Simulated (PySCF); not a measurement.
# BBrH2: the cost of one run

The runs use PySCF 2.14.0, with density-fitted response routines of our own; the level of theory stands in each step. All values are computed, except where a source is named. Atoms count from 0, in the outputs and in this text.

### 1 The starting structure

4 atoms, charge 0, multiplicity 1; geometry from: GFN2-xTB. The atoms were then displaced at random by about 0.01 Å, so the start is not that level's minimum.

Bonds of the start (Å): B0–Br1 1.82, B0–H2 1.21, B0–H3 1.14.

### 2 Optimising the geometry at PBE0-D3(BJ)/def2-SVP

Job settings and geometry (Å):

```
{"job": {"xc": "PBE0", "basis": "def2-SVP", "d3": "d3bj", "grid": 1, "shake": 0.01, "kind": "geom"}, "charge": 0, "multiplicity": 1}
B     -0.150210    -0.012850    -0.187970
Br     1.632150    -0.113470    -0.521480
H     -0.784250     0.923830    -0.626570
H     -0.659700    -0.822890     0.431370
```

Run with:

```bash
OMP_NUM_THREADS=1 python probes_run.py task.json out
```

The driver reads the jobs from task.json and runs them one after another.

Q: Estimate the wall time and peak memory of this first job on 1 thread of Arm Neoverse V2, shared host.

About 4.1 s, with a peak of 0.27 GiB.
